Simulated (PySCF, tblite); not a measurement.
**C3H10NSi3 radical: geometry, infrared bands and EPR parameters**

What infrared bands and EPR parameters should C3H10NSi3 radical (`C[SiH2][C](C#N)[SiH2][SiH3]`) show?

The runs use tblite 0.8.0 and PySCF 2.14.0, with density-fitted response routines of our own; the level of theory stands in each step. All values are computed, except where a source is named. Atoms are numbered from 0 throughout.

**1. Starting geometry**

17 atoms, charge 0, multiplicity 2; geometry from: force field or distance geometry start.

Bonds of the start (Å): C0–Si1 1.87, Si1–C2 1.89, C2–C3 1.46, C3–N4 1.17, C2–Si5 1.85, Si5–Si6 2.23, C0–H7 1.12, C0–H8 1.11, C0–H9 1.12, Si1–H10 1.48, Si1–H11 1.44, Si5–H12 1.47, Si5–H13 1.48, Si6–H14 1.45, Si6–H15 1.48, Si6–H16 1.48.

**2. Geometry optimisation with GFN2-xTB**

What the job is given:

```
{"job": {"kind": "relax", "xc": "GFN2-xTB", "basis": "xTB"}, "charge": 0, "multiplicity": 2}
C     -2.356100     1.082400     0.011600
Si    -1.677900    -0.626200    -0.339600
C     -0.219700    -0.918100     0.829300
C     -0.063300     0.219400     1.735100
N      0.065700     1.095500     2.496700
Si     1.336700    -1.330100    -0.084000
Si     2.583000     0.450600    -0.601800
H     -2.717600     1.073700     1.074500
H     -1.571100     1.857300    -0.133300
H     -3.210700     1.299900    -0.675700
H     -2.718200    -1.580200     0.091000
H     -1.329200    -0.803700    -1.727000
H      1.031900    -2.161200    -1.252600
H      2.163200    -2.181200     0.796100
H      1.892600     1.423100    -1.432000
H      3.862700    -0.018400    -1.170800
H      2.921000     1.129100     0.671500
```

Launch:

```console
$ OMP_NUM_THREADS=1 python probes_run.py task.json out
```

One launch serves the whole session: the jobs run in the order shown.

The program printed:

```text
step      E/eV     max force
  0    -530.43821    3.122
  1    -530.70895    1.603
  2    -530.78736    2.691
  3    -530.81985    2.726
  4    -530.87151    0.506
  5    -530.90713    0.471
  6    -530.94653    0.937
  7    -530.96731    0.750
  8    -530.98998    0.369
  9    -531.00774    0.329
 10    -531.02427    0.261
 11    -531.03471    0.215
 12    -531.04278    0.207
 13    -531.05042    0.233
 14    -531.05615    0.223
 15    -531.06106    0.194
 16    -531.06764    0.234
 17    -531.07688    0.284
 18    -531.08622    0.273
 19    -531.09258    0.167
 20    -531.09611    0.126
 21    -531.09840    0.161
 22    -531.10143    0.292
 23    -531.10564    0.374
 24    -531.10987    0.354
 25    -531.11295    0.194
 26    -531.11499    0.101
 27    -531.11645    0.154
 28    -531.11752    0.069
 29    -531.11860    0.245
 30    -531.11981    0.178
 31    -531.12178    0.114
 32    -531.12292    0.102
 33    -531.12430    0.168
 34    -531.12550    0.169
 35    -531.12690    0.124
 36    -531.12830    0.112
 37    -531.12957    0.085
 38    -531.13066    0.123
 39    -531.13204    0.134
 40    -531.13386    0.116
 41    -531.13541    0.085
 42    -531.13624    0.060
 43    -531.13670    0.059
 44    -531.13722    0.066
 45    -531.13815    0.101
 46    -531.13940    0.107
 47    -531.14055    0.069
 48    -531.14132    0.060
 49    -531.14185    0.066
 50    -531.14240    0.080
 51    -531.14304    0.150
 52    -531.14375    0.075
 53    -531.14456    0.103
 54    -531.14502    0.117
 55    -531.14564    0.085
 56    -531.14626    0.100
 57    -531.14687    0.078
 58    -531.14741    0.071
 59    -531.14781    0.054
 60    -531.14805    0.043
 61    -531.14825    0.041
 62    -531.14854    0.049
 63    -531.14891    0.050
 64    -531.14929    0.061
 65    -531.14954    0.057
 66    -531.14967    0.033
 67    -531.14975    0.022
 68    -531.14982    0.031
 69    -531.14991    0.029
 70    -531.15001    0.036
 71    -531.15010    0.022
 72    -531.15019    0.023
 73    -531.15028    0.040
 74    -531.15038    0.038
 75    -531.15050    0.036
 76    -531.15058    0.021
 77    -531.15063    0.018
 78    -531.15069    0.025
 79    -531.15078    0.034
 80    -531.15092    0.039
 81    -531.15105    0.029
 82    -531.15112    0.017
 83    -531.15115    0.015
 84    -531.15119    0.022
 85    -531.15128    0.030
 86    -531.15143    0.042
 87    -531.15163    0.043
 88    -531.15179    0.028
 89    -531.15190    0.024
 90    -531.15197    0.024
 91    -531.15207    0.028
 92    -531.15221    0.036
 93    -531.15235    0.028
 94    -531.15247    0.023
 95    -531.15258    0.021
 96    -531.15268    0.025
 97    -531.15279    0.030
 98    -531.15291    0.025
 99    -531.15300    0.028
100    -531.15307    0.023
101    -531.15313    0.018
102    -531.15319    0.020
103    -531.15327    0.027
104    -531.15340    0.028
105    -531.15352    0.021
106    -531.15358    0.015
107    -531.15361    0.014
108    -531.15363    0.017
109    -531.15367    0.022
110    -531.15371    0.019
111    -531.15374    0.014
112    -531.15377    0.018
113    -531.15380    0.018
114    -531.15383    0.025
115    -531.15387    0.024
116    -531.15391    0.017
117    -531.15395    0.023
118    -531.15400    0.029
119    -531.15409    0.034
120    -531.15424    0.040
121    -531.15439    0.039
122    -531.15452    0.028
123    -531.15459    0.020
124    -531.15465    0.022
125    -531.15471    0.021
126    -531.15475    0.016
127    -531.15479    0.023
128    -531.15484    0.029
129    -531.15491    0.029
130    -531.15497    0.022
131    -531.15501    0.011
132    -531.15503    0.011
133    -531.15505    0.013
134    -531.15507    0.016
135    -531.15510    0.016
136    -531.15514    0.016
137    -531.15519    0.019
138    -531.15523    0.017
139    -531.15526    0.016
140    -531.15531    0.021
141    -531.15537    0.025
142    -531.15547    0.029
143    -531.15562    0.030
144    -531.15578    0.024
145    -531.15589    0.027
146    -531.15596    0.020
147    -531.15604    0.029
148    -531.15614    0.037
149    -531.15630    0.036
150    -531.15645    0.038
151    -531.15657    0.038
152    -531.15667    0.029
153    -531.15677    0.027
154    -531.15688    0.026
155    -531.15700    0.035
156    -531.15713    0.024
157    -531.15729    0.082
158    -531.15751    0.045
159    -531.15785    0.043
160    -531.15798    0.040
161    -531.15809    0.032
162    -531.15815    0.037
163    -531.15822    0.022
164    -531.15827    0.022
165    -531.15833    0.016
166    -531.15839    0.019
167    -531.15844    0.016
168    -531.15848    0.012
169    -531.15851    0.013
170    -531.15854    0.011
171    -531.15856    0.028
172    -531.15859    0.015
173    -531.15861    0.008
```

It took 1.3 s on 1 thread of Arm Neoverse V2, shared host.

Along the way: (not every step is listed)

```
step  energy from step 0 (eV)  largest force (eV/Å)
   0                   0.0000                3.1216
   1                  -0.2707                1.6034
   2                  -0.3492                2.6905
   3                  -0.3816                2.7264
   4                  -0.4333                0.5055
   5                  -0.4689                0.4711
   6                  -0.5083                0.9369
   7                  -0.5291                0.7501
   8                  -0.5518                0.3686
  24                  -0.6717                0.3539
  40                  -0.6957                0.1161
  56                  -0.7080                0.1000
  72                  -0.7120                0.0232
  88                  -0.7136                0.0280
 104                  -0.7152                0.0282
 120                  -0.7160                0.0399
 136                  -0.7169                0.0163
 152                  -0.7185                0.0287
 168                  -0.7203                0.0117
 169                  -0.7203                0.0125
 170                  -0.7203                0.0110
 171                  -0.7203                0.0284
 172                  -0.7204                0.0151
 173                  -0.7204                0.0082
```

Close pairs (by a distance rule), those that changed most:

```
   bond  before (Å)  after (Å)  change (Å)
Si5–Si6       2.234      2.336      +0.101
  C2–C3       1.462      1.366      -0.097
  C0–H7       1.123      1.087      -0.036
  C0–H9       1.118      1.086      -0.032
Si1–H11       1.442      1.469      +0.028
 C0–Si1       1.872      1.898      +0.027
  C0–H8       1.113      1.087      -0.026
Si6–H16       1.482      1.463      -0.019
```

The end geometry stands in the next job.

**3. Harmonic vibrations with GFN2-xTB**

What the job is given:

```
{"job": {"kind": "ir", "xc": "GFN2-xTB", "basis": "xTB"}, "charge": 0, "multiplicity": 2}
C     -2.283520     1.282551    -0.089395
Si    -1.693441    -0.505865    -0.328092
C     -0.158764    -0.789236     0.729912
C     -0.238709    -0.413367     2.040337
N     -0.313467    -0.104006     3.156720
Si     1.498725    -1.345827     0.092334
Si     2.549173     0.544509    -0.790372
H     -2.484915     1.482819     0.959428
H     -1.534594     1.996906    -0.421466
H     -3.195911     1.475932    -0.645810
H     -2.750304    -1.439378     0.082146
H     -1.305642    -0.753209    -1.723416
H      1.257323    -2.362930    -0.939946
H      2.285203    -1.957160     1.169270
H      1.750122     1.126475    -1.871556
H      3.856032     0.191666    -1.350644
H      2.755690     1.582151     0.219563
```

The program printed:

```text
mode    cm-1     km/mol
  1      -2.5      0.74
  2      28.3      0.94
  3      40.5      0.06
  4      66.2      2.34
  5      99.4      1.58
  6     124.0      0.15
  7     142.7      4.28
  8     168.1      2.99
  9     230.4      2.88
 10     368.4     41.22
 11     409.0     20.66
 12     420.0     10.42
 13     435.9     15.02
 14     456.9     12.12
 15     462.0     47.61
 16     485.8     12.09
 17     495.5      6.80
 18     550.3      6.33
 19     569.0     17.66
 20     601.4    132.15
 21     671.6    190.03
 22     744.5    268.63
 23     757.0    527.75
 24     772.1    240.13
 25     792.2    171.54
 26     796.6    125.58
 27     801.0    193.16
 28     829.0     61.00
 29     837.3    175.34
 30     951.7    128.58
 31    1206.2     44.22
 32    1367.7      8.43
 33    1482.9      0.96
 34    1484.0      0.30
 35    2191.9    122.21
 36    2202.8    100.11
 37    2207.6    427.67
 38    2216.7    166.25
 39    2218.9    161.18
 40    2242.1    220.23
 41    2247.0    469.94
 42    2267.0    337.05
 43    3029.8     25.70
 44    3038.1     16.83
 45    3040.2     21.17
```

It took 0.66 s on 1 thread of Arm Neoverse V2, shared host.

Which atoms move in the most intense modes:

```
cm⁻¹  km/mol                                  atoms
 744   268.6  C0 30 %, Si1 20 %, H14 11 %, H16 11 %
 757   527.8  H16 17 %, H14 15 %, H15 15 %, C0 14 %
 772   240.1           H11 41 %, H10 38 %, Si1 10 %
 801   193.2           H14 52 %, H16 27 %, H15 14 %
2208   427.7           H11 47 %, H12 16 %, H10 16 %
2242   220.2                               H15 94 %
2247   469.9                               H14 84 %
2267   337.1                               H16 95 %
```

**4. g tensor and hyperfine couplings: B3LYP/pcH-1**

The job, as its differences from that of step 3:

```diff
@@ -1,2 +1,2 @@
-{"job": {"kind": "ir", "xc": "GFN2-xTB", "basis": "xTB"}, "charge": 0, "multiplicity": 2}
+{"job": {"kind": "epr", "basis": "pcH-1"}, "charge": 0, "multiplicity": 2}
 C     -2.283520     1.282551    -0.089395
```

Method: UKS B3LYP, pcH-1 on C H N Si, non-relativistic, mean-field spin-orbit, GIAO.

The program printed:

```text
UKS, coarse grid
  cycle   1  E = -1043.49368806  |g| = 4.02e-01
  cycle   2  E = -1043.34130241  |g| = 6.85e-01
  cycle   3  E = -1043.55317862  |g| = 2.07e-01
  cycle   4  E = -1043.57174344  |g| = 4.94e-02
  cycle   5  E = -1043.57313939  |g| = 1.01e-02
  cycle   6  E = -1043.57323521  |g| = 4.32e-03
  cycle   7  E = -1043.57325881  |g| = 2.19e-03
  cycle   8  E = -1043.57326687  |g| = 9.65e-04
UKS, final grid
  cycle   1  E = -1043.57331353  |g| = 1.30e-03
  cycle   2  E = -1043.57331084  |g| = 2.79e-03
  cycle   3  E = -1043.57331459  |g| = 5.32e-04
  cycle   4  E = -1043.57331474  |g| = 1.47e-04
  cycle   5  E = -1043.57331479  |g| = 9.77e-05
  cycle   6  E = -1043.57331480  |g| = 1.89e-05
E = -1043.57331480 Eh   <S^2> = 0.7636 (exact 0.7500)
g shifts (ppm)      1          2          3
  rmc          -160       -160       -160
  gc             -5         29         38
  oz_so          12       1322       2725
  total        -153       1191       2602
hyperfine (MHz)  atom isotope    a_iso     a_fc   dipolar eigenvalues
    0   13C      15.74      15.74     -2.18     -1.96      4.14
    1  29Si      33.11      33.17     -2.00     -0.02      2.02
    2   13C      64.08      64.10    -58.49    -57.33    115.82
    3   13C     -50.72     -50.74    -19.70     -1.24     20.95
    4   14N       8.77       8.75    -18.04    -14.30     32.34
    5  29Si      36.38      36.45     -1.58     -0.19      1.77
    6  29Si     -51.78     -51.84    -12.70      5.96      6.75
    7    1H      -1.55      -1.55     -2.30     -0.33      2.64
    8    1H      -1.65      -1.65     -2.14     -1.01      3.15
    9    1H       4.72       4.72     -1.56     -0.84      2.40
   10    1H      49.66      49.66     -2.39     -1.32      3.71
   11    1H      -0.35      -0.35     -2.30     -2.10      4.40
   12    1H      29.15      29.15     -2.29     -1.75      4.04
   13    1H      17.81      17.81     -2.14     -1.50      3.64
   14    1H      -2.22      -2.23     -1.54     -0.80      2.34
   15    1H      20.41      20.41     -1.26     -0.41      1.67
   16    1H      -1.52      -1.52     -1.56     -0.64      2.20
```

It took 1.7 min on 1 thread of Arm Neoverse V2, shared host; peak memory 1.2 GiB.

Principal g values 2.00217, 2.00351, 2.00492; g(iso) = 2.00353, against 2.00232 for a free electron.

Mean a(iso) over the nuclei that a row names, and the largest dipolar term of the row (other rows stand at the frozen geometry):

```
       nuclei  isotope  a(iso) (MHz)  a(iso) (G, at g = 2.0023)  largest dipolar term (MHz)
           C2      13C          64.1                       22.9                       115.8
          Si6     29Si         -51.8                      -18.5                       -12.7
           C3      13C         -50.7                      -18.1                        20.9
          Si5     29Si          36.4                       13.0                         1.8
          Si1     29Si          33.1                       11.8                         2.0
     H10, H11       1H          24.7                        8.8                         4.4
     H12, H13       1H          23.5                        8.4                         4.0
           C0      13C          15.7                        5.6                         4.1
           N4      14N           8.8                        3.1                        32.3
H14, H15, H16       1H           5.6                        2.0                         2.3
   H7, H8, H9       1H           0.5                        0.2                         3.1
```

Mulliken spin populations:

C0 0.02; Si1 -0.03; C2 0.78; C3 -0.21; N4 0.38; Si5 -0.04; Si6 0.05; H7 0.00; H8 0.00; H9 0.00; H10 0.03; H11 0.00; H12 0.01; H13 0.01; H14 0.00; H15 0.01; H16 0.00

In first order the couplings over 0.8 MHz of 1H, 14N give 108 distinct lines over 46.6 G, if the averaged nuclei exchange fast; the same motion can average rows kept apart here too.

The fields below are evaluated on a grid from the run's orbitals.

ELF in a plane through or near 6 of the atoms.

Ten even steps from '0' (0.00) to '9' (1.00):
```
0000000000000000000000000000
0000000000000000000000000000
0000000011000000000000000000
0000002687200000000000000000
0000008999710111000000000000
0000019999821343000010000000
0000006999537766201320000000
0000001681319427522310000000
0000000241619649512200000000
0000001486237788114310000000
0005886579961233369632100000
0039999512640001588788610000
0059999611761000255899950000
0039999639995000244799940000
0005895269999100232278600000
0000220169999100000011000000
0000000028994000000000000000
0000000003430000000000000000
0000000000000000000000000000
0000000000000000000000000000
```
The map spans 13.0 Å across and 9.7 Å up, centred on the molecule. Atoms in the plane (x, y in Å): C2 (0.1, 1.1), Si5 (-1.7, 1.0), H9 (3.3, -1.4), H13 (-2.4, 2.1), H14 (-1.7, -2.2), H15 (-3.9, -1.3).

On the surface of density 0.002 e/bohr³ the electrostatic potential runs, from the 1st to the 99th percentile, from -1.70 V near N4 to 1.38 V near H11.

The spin density lies nearest to C2 49 %; N4 27 %; C3 9 % (beta excess).

**5. Summary of results**

```
                                                                  quantity                 value
                                 strongest single infrared mode (GFN2-xTB)  757 cm⁻¹, 528 km/mol
                                              zero-point energy (GFN2-xTB)         66.5 kcal/mol
                                                            g(iso) (B3LYP)               2.00353
                                                                      ⟨S²⟩    0.764 (exact 0.75)
                                        largest a(iso) (averaged by class)   13C on C2, 64.1 MHz
potential on the surface of density 0.002 e/bohr³, 1st and 99th percentile    -1.70 V and 1.38 V
```

What this shows: The optimisation took 173 steps and gained 0.720 eV; among the close pairs (by a distance rule), Si5–Si6 changed most, from 2.234 to 2.336 Å. The lowest mode is slightly imaginary (2i cm⁻¹), a soft motion within the noise of the Hessian, so the minimum is not strictly shown. The strongest single mode, at 757 cm⁻¹, has its largest shares on H16, H14, H15 and C0 (the list is cut at 4 atoms). Unscaled tight-binding wavenumbers are off by several per cent, some by more. Its intensities can rank the bands wrongly. The largest share of the spin, 0.78 e, sits on C2. The isotropic g lies 1.2 ppt above the free-electron value. These values are for one conformer; the search (at its own cheap level) found 2 more, at 0.18, 0.20 kcal/mol, and measured spectra average over such forms.
